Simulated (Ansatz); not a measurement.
# C₂H₉AlOS: basis-set convergence

Aim: see how fast density functionals converge with the basis set for C₂H₉AlOS.

The runs use Ansatz 0.2.0, Gaussian basis; one geometry, several basis sets.

The runs, in order: PBE0-D4/def2-SVP; ωB97M-V/def2-SVP; PBE0-D4/def2-QZVPP; ωB97M-V/def2-QZVPP; the functionals' def2-TZVPP values are taken from earlier runs.

### Step 1. The geometry

The geometry comes from an earlier relaxation with PBE0-D4 in a triple-zeta def2 set; it is a stationary point, not always the lowest conformer.

SMILES `[CH3][Al-]([CH3])([OH])[SH2+]`, 14 atoms, charge 0, spin multiplicity 1.

Atoms are counted from 1 here; the program's logs count them from 0.

Bond lengths: C1–Al2 1.963 Å, C1–H6 1.096 Å, C1–H7 1.095 Å, C1–H8 1.095 Å, Al2–C3 1.960 Å, Al2–O4 1.726 Å, Al2–S5 2.625 Å, C3–H9 1.094 Å, C3–H10 1.096 Å, C3–H11 1.095 Å, O4–H12 0.955 Å, S5–H13 1.343 Å, S5–H14 1.344 Å. Angles: Al2–C1–H6 111.0°, Al2–C1–H7 111.9°, Al2–C1–H8 112.8°, H6–C1–H7 106.5°, H6–C1–H8 106.9°, H7–C1–H8 107.4°, C1–Al2–C3 121.9°, C1–Al2–O4 119.3°, C1–Al2–S5 100.2°, C3–Al2–O4 114.5°, C3–Al2–S5 98.6°, O4–Al2–S5 91.5°, Al2–C3–H9 112.2°, Al2–C3–H10 110.6°, Al2–C3–H11 112.7°, H9–C3–H10 106.6°, H9–C3–H11 107.9°, H10–C3–H11 106.6° and more.

### Step 2. PBE0-D4 in def2-SVP

Contents of in.yaml:

```yaml
crystal:
  periodic: [false, false, false]
  atoms:
    - {symbol: C, position_ang: [-1.932951, 0.510269, 0.205985]}
    - {symbol: Al, position_ang: [-0.151361, -0.299909, 0.352595]}
    - {symbol: C, position_ang: [1.412273, 0.733175, 0.925430]}
    - {symbol: O, position_ang: [-0.016339, -2.002642, 0.603854]}
    - {symbol: S, position_ang: [0.456217, -0.554983, -2.188658]}
    - {symbol: H, position_ang: [-2.373506, 0.670756, 1.196366]}
    - {symbol: H, position_ang: [-1.897704, 1.490524, -0.281226]}
    - {symbol: H, position_ang: [-2.635765, -0.110361, -0.358763]}
    - {symbol: H, position_ang: [2.349342, 0.192969, 0.758277]}
    - {symbol: H, position_ang: [1.360450, 0.945983, 1.999005]}
    - {symbol: H, position_ang: [1.487285, 1.700964, 0.418532]}
    - {symbol: H, position_ang: [-0.789401, -2.562601, 0.640875]}
    - {symbol: H, position_ang: [1.526658, -1.295700, -1.858034]}
    - {symbol: H, position_ang: [1.191901, 0.552356, -2.385436]}
basis:
  gaussian: {orbitals: def2-SVP}
hamiltonian: {xc: pbe0, dispersion: d4}
output: {orbitals: {seedname: orbitals}}
```

The run is started by

```sh
ansatz run in.yaml --threads 4 --pin off --events-out ev --progress --plain --max-ram 10444MiB
```

The runs that follow: ωB97M-V in def2-SVP; PBE0-D4 in def2-QZVPP; ωB97M-V in def2-QZVPP.

**Question.** What will the summary of the whole plan be? Wanted: PBE0-D4: double and triple zeta above quadruple; ωB97M-V: double and triple zeta above quadruple.

As calculated:

| quantity | value |
| --- | --- |
| PBE0-D4: double and triple zeta above quadruple | 12.03, 0.81 eV |
| ωB97M-V: double and triple zeta above quadruple | 12.20, 0.77 eV |

In words: PBE0-D4 gains 11.22 eV from double to triple zeta, then 0.81 eV more. These are total energies; as a rule much of such shifts cancels in differences, which this series doesn't test. The LUMO of ωB97M-V is positive and keeps falling with the basis (2.06 to 0.97 eV): an unbound level that the basis holds in place.
